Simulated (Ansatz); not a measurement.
# Zr3S2: the cost of one run

Method: DFT PBE, scalar-relativistic, plane waves, PAW, unless a step names another level, in Ansatz 0.2.0.

## (1) Starting point

It takes space group I4/mmm (No. 139, tetragonal). Conventional cell: a = 3.568 Å, b = 3.568 Å, c = 15.286 Å, α = 90.00°, β = 90.00°, γ = 90.00°. Zr (site symmetry 4mm) is surrounded by 5 S at 2.63 to 3.00 Å. Zr (site symmetry 4/mmm) is surrounded by 2 S at 2.69 Å. S (site symmetry 4mm) has 6 Zr at 2.63 to 3.00 Å as nearest neighbours.

As a file:

```
CELL_PARAMETERS angstrom
-1.78408 1.78408 7.64291
1.78408 -1.78408 7.64291
1.78408 1.78408 -7.64291
ATOMIC_POSITIONS crystal
Zr 0.62736 0.62736 0.00000
Zr 0.37264 0.37264 0.00000
Zr 0.00000 0.00000 0.00000
S 0.17619 0.17619 0.00000
S 0.82381 0.82381 0.00000
```

It came out lowest among 31 distinct ends of the trial cells. At a tolerance of 0.05 Å it has space group I4/mmm (No. 139).

## (2) A stricter relaxation, on the response runs' mesh and smearing

Input file input.yaml:

```yaml
crystal:
  lattice:
    - [-1.7840791472, 1.7840791472, 7.6429139123]
    - [1.7840791472, -1.7840791472, 7.6429139123]
    - [1.7840791472, 1.7840791472, -7.6429139123]
  atoms:
    - { symbol: Zr, position: [0.6273637366, 0.6273637366, 0.0] }
    - { symbol: Zr, position: [0.3726362634, 0.3726362634, 0.0] }
    - { symbol: Zr, position: [0.0, 0.0, 0.0] }
    - { symbol: S, position: [0.1761871333, 0.1761871333, 0.0] }
    - { symbol: S, position: [0.8238128667, 0.8238128667, 0.0] }
basis:
  ecutwfc: 420
kpoints:
  mp_grid: { grid: [12, 12, 12] }
hamiltonian:
  xc: pbe
scf:
  occupations: { method: gaussian, width: 0.1 }
output:
  forces: true
  stress: true
  eigenvalues: true
  write_density: true
  write_potential: true
  elf: true
  volumetric_format: npy
relax:
  adjacent_minimum: "off"
  f_tol: 0.001
  max_steps: 60
  cell: { stress_tol: 0.01 }
```

Run with:

```bash
$ ansatz run input.yaml --threads 3 --pin off --max-ram 7680MiB --backend cpu --events-out ev --progress --plain --runs-dir out
```

What time and memory should one allow on 3 threads of Intel Xeon 6975P-C (Granite Rapids), shared host?

About 25 s, with a peak of 0.71 GiB.
